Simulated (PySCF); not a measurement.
# [BiCl4]−: forces at shaken geometries

How stiff is [BiCl4]−? Its atoms are displaced at random by several amounts. The species was built from a template and needn't be a known compound.

Method: r2SCAN, Bi def2-SVP with ECP60, Cl def2-SVP; scalar-relativistic core potentials, no spin–orbit coupling; program: PySCF 2.14.0.

3 further runs of the same task are left out: 2 for a known fault of the program, 1 set aside as unsound or not needed. Runs told in other sessions of the task aren't counted.

### 1 Starting geometry

5 atoms, charge -1, spin multiplicity 1.

Bond lengths: Bi1–Cl2 2.621 Å, Bi1–Cl3 2.621 Å, Bi1–Cl4 2.615 Å, Bi1–Cl5 2.615 Å. Angles: Cl2–Bi1–Cl3 109.1°, Cl2–Bi1–Cl4 110.1°, Cl2–Bi1–Cl5 110.1°, Cl3–Bi1–Cl4 110.1°, Cl3–Bi1–Cl5 110.1°, Cl4–Bi1–Cl5 107.3°.

Coordinates:

```
Bi    0.00486    0.23390    0.00000
Cl   -0.02673   -1.28613    2.13494
Cl   -0.02673   -1.28613   -2.13494
Cl    2.14291    1.73924    0.00000
Cl   -2.06879    1.82678    0.00000
```

Formal oxidation states: Bi +3. An earlier session relaxed this geometry at r2SCAN, Bi def2-SVP with ECP60, Cl def2-SVP (singlet, point group D2d).

Its energy there is -2055.102644 Eh.

### 2 Atoms moved at random, σ = 0.06 Å

run.py (the lines that set the calculation) reads:

```python
mol = gto.M(atom='''
Bi    -0.08653     0.17195    -0.03048
Cl    -0.03888    -1.29092     2.06080
Cl    -0.01728    -1.19407    -2.11369
Cl     2.13601     1.76359     0.06080
Cl    -1.96780     1.77711     0.02257''',
    basis={'Bi': 'def2-SVP', 'Cl': 'def2-SVP'},
    ecp={'Bi': 'def2-SVP'},
    charge=-1, spin=0)
mf = dft.RKS(mol, xc='R2SCAN')
mf.grids.atom_grid = (50, 194)
mf = mf.density_fit()  # fitting sets: Bi def2-universal-JKFIT, Cl def2-universal-JKFIT
mf.conv_tol = 1e-08; mf.max_cycle = 55
mf.kernel(dm0)  # dm0: the density of the relaxed state
```

Launch:

```bash
$ OMP_NUM_THREADS=2 python run.py
```

The program printed:

```text
init E= -2055.1361081557
  HOMO = -0.0670081479538114  LUMO = 0.071819750403639  gap/eV = 3.77770
cycle= 1 E= -2055.087984649  delta_E= 0.0481  |g|= 0.0984  |ddm|= 0.415
  HOMO = -0.0676184373484551  LUMO = 0.0671290357537059  gap/eV = 3.66667
cycle= 2 E= -2055.0737688827  delta_E= 0.0142  |g|= 0.215  |ddm|= 0.674
  HOMO = -0.072951311052311  LUMO = 0.0656562363433269  gap/eV = 3.77170
cycle= 3 E= -2055.09247377915  delta_E= -0.0187  |g|= 0.0194  |ddm|= 0.416
  HOMO = -0.0728915429314092  LUMO = 0.0647285332453612  gap/eV = 3.74483
cycle= 4 E= -2055.09258074633  delta_E= -0.000107  |g|= 0.00837  |ddm|= 0.0451
  HOMO = -0.0728645041858831  LUMO = 0.0651800988366977  gap/eV = 3.75638
cycle= 5 E= -2055.09260513566  delta_E= -2.44e-05  |g|= 0.00171  |ddm|= 0.0144
  HOMO = -0.0729308244793647  LUMO = 0.0650870296340456  gap/eV = 3.75566
cycle= 6 E= -2055.09260615242  delta_E= -1.02e-06  |g|= 0.000288  |ddm|= 0.00298
  HOMO = -0.0729204258387592  LUMO = 0.0650986135906514  gap/eV = 3.75569
cycle= 7 E= -2055.09260617621  delta_E= -2.38e-08  |g|= 9.53e-05  |ddm|= 0.000514
  HOMO = -0.0729175489905172  LUMO = 0.0651063461399783  gap/eV = 3.75582
cycle= 8 E= -2055.09260617879  delta_E= -2.57e-09  |g|= 4.23e-05  |ddm|= 0.000229
  HOMO = -0.0729182112469615  LUMO = 0.065101612917904  gap/eV = 3.75571
Extra cycle  E= -2055.09260617743  delta_E= 1.36e-09  |g|= 7.43e-05  |ddm|= 0.00021
converged SCF energy = -2055.09260617743
```

Run time: 3.6 s. Hardware: 2 threads of Arm Neoverse V1, shared host.

Read off: E = -2055.092606 Eh (+0.273 eV from the relaxed state), HOMO -1.98 eV, LUMO 1.77 eV, Mulliken charge on Bi1 +0.95 e, largest force component 1.919 eV/Å. 

| atom | Fx | Fy | Fz (eV/Å) |
| --- | --- | --- | --- |
| Bi1 | 1.919 | 0.701 | 0.664 |
| Cl2 | -0.095 | -0.516 | 0.635 |
| Cl3 | -0.071 | -0.831 | -1.253 |
| Cl4 | -0.431 | -0.312 | -0.035 |
| Cl5 | -1.322 | 0.958 | -0.012 |

### 3 Atoms moved at random, σ = 0.15 Å

run.py (the lines that set the calculation) reads:

```python
mol = gto.M(atom='''
Bi     0.12265     0.42424     0.21395
Cl    -0.13431    -1.39114     1.89186
Cl     0.04220    -1.29771    -1.63166
Cl     2.03195     1.55572    -0.28306
Cl    -2.03697     1.93655    -0.19109''',
    basis={'Bi': 'def2-SVP', 'Cl': 'def2-SVP'},
    ecp={'Bi': 'def2-SVP'},
    charge=-1, spin=0)
mf = dft.RKS(mol, xc='R2SCAN')
mf.grids.atom_grid = (50, 194)
mf = mf.density_fit()  # fitting sets: Bi def2-universal-JKFIT, Cl def2-universal-JKFIT
mf.conv_tol = 1e-08; mf.max_cycle = 55
mf.kernel(dm0)  # dm0: the density of the relaxed state
```

Launch:

```bash
$ OMP_NUM_THREADS=2 python run.py
```

The program printed:

```text
init E= -2055.17289401006
  HOMO = -0.0675770904646293  LUMO = 0.0688888504998494  gap/eV = 3.71343
cycle= 1 E= -2055.04821688506  delta_E= 0.125  |g|= 0.191  |ddm|= 1.34
  HOMO = -0.0392447419002068  LUMO = 0.0774627065508541  gap/eV = 3.17577
cycle= 2 E= -2055.02228853947  delta_E= 0.0259  |g|= 0.326  |ddm|= 1.11
  HOMO = -0.0548722823216202  LUMO = 0.0766113728566777  gap/eV = 3.57785
cycle= 3 E= -2055.06261078158  delta_E= -0.0403  |g|= 0.0375  |ddm|= 0.689
  HOMO = -0.0554816658666401  LUMO = 0.0733949905198332  gap/eV = 3.50691
cycle= 4 E= -2055.06300435952  delta_E= -0.000394  |g|= 0.0153  |ddm|= 0.0905
  HOMO = -0.0557842820251721  LUMO = 0.0737673804666901  gap/eV = 3.52528
cycle= 5 E= -2055.0630829142  delta_E= -7.86e-05  |g|= 0.00416  |ddm|= 0.0335
  HOMO = -0.0558984658960918  LUMO = 0.0737461154484685  gap/eV = 3.52781
cycle= 6 E= -2055.06308839152  delta_E= -5.48e-06  |g|= 0.000998  |ddm|= 0.00825
  HOMO = -0.0558387487710585  LUMO = 0.0737550002092634  gap/eV = 3.52643
cycle= 7 E= -2055.06308869753  delta_E= -3.06e-07  |g|= 0.000343  |ddm|= 0.00207
  HOMO = -0.0558290253794554  LUMO = 0.0737763242452989  gap/eV = 3.52674
cycle= 8 E= -2055.06308873974  delta_E= -4.22e-08  |g|= 5.85e-05  |ddm|= 0.000746
  HOMO = -0.055830680596434  LUMO = 0.0737744519018671  gap/eV = 3.52674
cycle= 9 E= -2055.06308874075  delta_E= -1e-09  |g|= 1.21e-05  |ddm|= 0.000115
  HOMO = -0.0558305689670784  LUMO = 0.0737733040027367  gap/eV = 3.52670
Extra cycle  E= -2055.0630887407  delta_E= 4.27e-11  |g|= 1.69e-05  |ddm|= 4.52e-05
converged SCF energy = -2055.0630887407
```

Run time: 3.9 s. Hardware: 2 threads of Arm Neoverse V1, shared host.

Result: E = -2055.063089 Eh (+1.076 eV from the relaxed state), HOMO -1.52 eV, LUMO 2.01 eV, Mulliken charge on Bi1 +0.94 e, largest force component 5.164 eV/Å. 

| atom | Fx | Fy | Fz (eV/Å) |
| --- | --- | --- | --- |
| Bi1 | -5.113 | -1.394 | 0.387 |
| Cl2 | 0.070 | -1.435 | 1.608 |
| Cl3 | 0.113 | -0.220 | -0.592 |
| Cl4 | 5.164 | 2.830 | -1.278 |
| Cl5 | -0.234 | 0.219 | -0.125 |

### 4 Atoms moved at random, σ = 0.03 Å

run.py (the lines that set the calculation) reads:

```python
mol = gto.M(atom='''
Bi     0.01464     0.22760    -0.00458
Cl    -0.04307    -1.30455     2.12682
Cl     0.00274    -1.27175    -2.12706
Cl     2.09644     1.74012     0.01617
Cl    -2.04523     1.83625    -0.01135''',
    basis={'Bi': 'def2-SVP', 'Cl': 'def2-SVP'},
    ecp={'Bi': 'def2-SVP'},
    charge=-1, spin=0)
mf = dft.RKS(mol, xc='R2SCAN')
mf.grids.atom_grid = (50, 194)
mf = mf.density_fit()  # fitting sets: Bi def2-universal-JKFIT, Cl def2-universal-JKFIT
mf.conv_tol = 1e-08; mf.max_cycle = 55
mf.kernel(dm0)  # dm0: the density of the relaxed state
```

Launch:

```bash
$ OMP_NUM_THREADS=2 python run.py
```

The program printed:

```text
init E= -2055.11019221682
  HOMO = -0.0799474206234711  LUMO = 0.0721866848380331  gap/eV = 4.13978
cycle= 1 E= -2055.10203528183  delta_E= 0.00816  |g|= 0.0236  |ddm|= 0.104
  HOMO = -0.0822974663270153  LUMO = 0.0692319915372523  gap/eV = 4.12333
cycle= 2 E= -2055.10149248898  delta_E= 0.000543  |g|= 0.0447  |ddm|= 0.14
  HOMO = -0.0824254047266704  LUMO = 0.0695856460978411  gap/eV = 4.13643
cycle= 3 E= -2055.1022816194  delta_E= -0.000789  |g|= 0.00286  |ddm|= 0.0845
  HOMO = -0.0822903134976186  LUMO = 0.0696261054341906  gap/eV = 4.13386
cycle= 4 E= -2055.10228394132  delta_E= -2.32e-06  |g|= 0.000836  |ddm|= 0.00529
  HOMO = -0.0822909056306641  LUMO = 0.0696702753255477  gap/eV = 4.13507
cycle= 5 E= -2055.10228419254  delta_E= -2.51e-07  |g|= 0.000312  |ddm|= 0.00171
  HOMO = -0.0822953228662478  LUMO = 0.0696563563096386  gap/eV = 4.13482
cycle= 6 E= -2055.10228422801  delta_E= -3.55e-08  |g|= 4.38e-05  |ddm|= 0.000589
  HOMO = -0.08229515231054  LUMO = 0.0696575886974931  gap/eV = 4.13484
cycle= 7 E= -2055.10228422863  delta_E= -6.21e-10  |g|= 9.45e-06  |ddm|= 6.62e-05
  HOMO = -0.0822944252105347  LUMO = 0.0696580577473089  gap/eV = 4.13484
Extra cycle  E= -2055.10228422858  delta_E= 4.55e-11  |g|= 1.43e-05  |ddm|= 4.14e-05
converged SCF energy = -2055.10228422858
```

Wall time 3.4 s (2 threads of Arm Neoverse V1, shared host).

It gives: E = -2055.102284 Eh (+0.010 eV from the relaxed state), HOMO -2.24 eV, LUMO 1.90 eV, Mulliken charge on Bi1 +0.96 e, largest force component 0.316 eV/Å. 

| atom | Fx | Fy | Fz (eV/Å) |
| --- | --- | --- | --- |
| Bi1 | -0.291 | -0.109 | 0.174 |
| Cl2 | 0.008 | -0.018 | 0.035 |
| Cl3 | 0.011 | -0.117 | -0.197 |
| Cl4 | 0.316 | 0.201 | -0.001 |
| Cl5 | -0.043 | 0.043 | -0.012 |

### 5 Results

| σ (Å) | energy rise (eV) | harmonic estimate −½ F·u (eV) | largest force component (eV/Å) |
| --- | --- | --- | --- |
| 0.06 | 0.273 | 0.287 | 1.92 |
| 0.15 | 1.076 | 1.005 | 5.16 |
| 0.03 | 0.010 | 0.010 | 0.32 |

Every displacement raises the energy. For a harmonic well the rise equals −½ F·u; the two differ by at most 7 % here (a move with σ = 0.15 Å), from anharmonicity, the grid and the small forces left at the relaxed point. The largest moves cost over 1 eV, far outside the harmonic range, so agreement there can come from errors that cancel between squeezed and stretched bonds. These are double-zeta-type bases without diffuse functions. Spin–orbit coupling is left out.
